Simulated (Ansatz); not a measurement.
**FH₄NbO₄: a ladder of functionals and wavefunction methods**

The task here is to estimate one member of a computed series from the others.

The runs use Ansatz 0.2.0, Gaussian basis; functionals in def2-TZVPP, the program's frozen cores in correlated methods.

Levels to be run: LDA (SPW92), PBE-D4, revPBE-D4, BLYP-D4, r2SCAN-D4, B97M-V, PBE0-D4, B3LYP-D4, r2SCANh-D4, r2SCAN0-D4, HSE06-D4, BHLYP-D4, CAM-B3LYP-D4, LC-ωPBE, ωB97X-V, ωB97M-V, B2PLYP, PBE-QIDH; CCSD(T)/def2-SVP; CCSD(T)/def2-TZVPP; MP2/def2-QZVPP; extrapolation to the limit; RPA on PBE.

## The relaxed structure

The geometry comes from an earlier relaxation with PBE0-D4 in a triple-zeta def2 set; it is a stationary point, not always the lowest conformer. Nb takes the def2 core potential; no spin-orbit term is included.

SMILES `[OH][Nb]([OH])([OH])([OH])[F]`, 10 atoms, charge 0, spin multiplicity 1.

Atoms are counted from 1 here; the program's logs count them from 0.

Bond lengths: O1–Nb2 1.887 Å, O1–H7 0.959 Å, Nb2–O3 1.899 Å, Nb2–O4 1.887 Å, Nb2–O5 1.929 Å, Nb2–F6 1.890 Å, O3–H8 0.958 Å, O4–H9 0.959 Å, O5–H10 0.962 Å. Angles: Nb2–O1–H7 126.9°, O1–Nb2–O3 94.7°, O1–Nb2–O4 114.9°, O1–Nb2–O5 122.5°, O1–Nb2–F6 93.2°, O3–Nb2–O4 94.7°, O3–Nb2–O5 82.0°, O3–Nb2–F6 165.3°, O4–Nb2–O5 122.5°, O4–Nb2–F6 93.2°, O5–Nb2–F6 83.3°, Nb2–O3–H8 130.9°, Nb2–O4–H9 126.8°, Nb2–O5–H10 114.3°.

The first run:

File in.yaml:

```yaml
crystal:
  periodic: [false, false, false]
  atoms:
    - {symbol: O, position_ang: [-1.305855, -0.576848, -1.380422]}
    - {symbol: Nb, position_ang: [-0.232948, 0.212243, -0.043516]}
    - {symbol: O, position_ang: [0.725020, -1.380409, 0.348119]}
    - {symbol: O, position_ang: [-1.040840, 0.329201, 1.658006]}
    - {symbol: O, position_ang: [1.544085, 0.874430, -0.395678]}
    - {symbol: F, position_ang: [-0.743288, 1.967653, -0.521898]}
    - {symbol: H, position_ang: [-1.230678, -1.467711, -1.726686]}
    - {symbol: H, position_ang: [1.663839, -1.569171, 0.323745]}
    - {symbol: H, position_ang: [-0.871378, -0.235966, 2.413698]}
    - {symbol: H, position_ang: [1.575142, 1.795275, -0.672568]}
basis:
  gaussian: {orbitals: def2-TZVPP}
hamiltonian: {xc: lda}
output: {orbitals: {seedname: orbitals}}
```

Command:

```bash
> ansatz run in.yaml --threads 4 --pin off --events-out ev --progress --plain --max-ram 11315MiB
```

Steps of the session up to this table: LDA; PBE-D4 (GGA); revPBE-D4 (GGA); BLYP-D4 (GGA); r2SCAN-D4 (meta-GGA); B97M-V (meta-GGA); PBE0-D4 (hybrid); B3LYP-D4 (hybrid); r2SCANh-D4 (hybrid); r2SCAN0-D4 (hybrid); HSE06-D4 (hybrid); BHLYP-D4 (hybrid); CAM-B3LYP-D4 (range-separated); LC-ωPBE (range-separated); ωB97X-V (range-separated); ωB97M-V (range-separated); B2PLYP (double hybrid); PBE-QIDH (double hybrid).

One of the session's tables, all rows but one given; the rest of the session is left out.

It belongs to the step «Orbital energies across the functionals». 

```
  functional  HOMO (eV)  LUMO (eV)  gap (eV)
 LDA (SPW92)      -7.60      -2.95      4.64
      PBE-D4      -7.36      -2.72      4.64
   revPBE-D4      -7.28      -2.62      4.65
     BLYP-D4      -7.28      -2.65      4.63
   r2SCAN-D4      -7.77      -2.62      5.14
      B97M-V      -7.83      -2.60      5.23
     PBE0-D4      -9.06      -1.92      7.14
    B3LYP-D4      -8.80      -2.18      6.62
  r2SCANh-D4      -8.40      -2.32      6.08
  r2SCAN0-D4      -9.36      -1.85      7.51
    HSE06-D4      -8.65      -2.30      6.35
    BHLYP-D4          ?          ?         ?
CAM-B3LYP-D4     -10.56      -0.83      9.73
     LC-ωPBE     -11.90       0.43     12.33
     ωB97X-V     -11.55       0.32     11.87
     ωB97M-V     -11.48       0.25     11.74
```

Q: Estimate the row for BHLYP-D4 from the others.

Worked estimate for «HOMO (eV)». Against the share of exact exchange, BLYP-D4 (0, -7.28), B3LYP-D4 (0.2, -8.80) give a slope of -7.60 per unit share; at 0.5 the line stands at -11.08.

**Answer.** HOMO (eV): -10.71; LUMO (eV): -0.98; gap (eV): 9.73. In «HOMO (eV)» the line misses by -0.37.
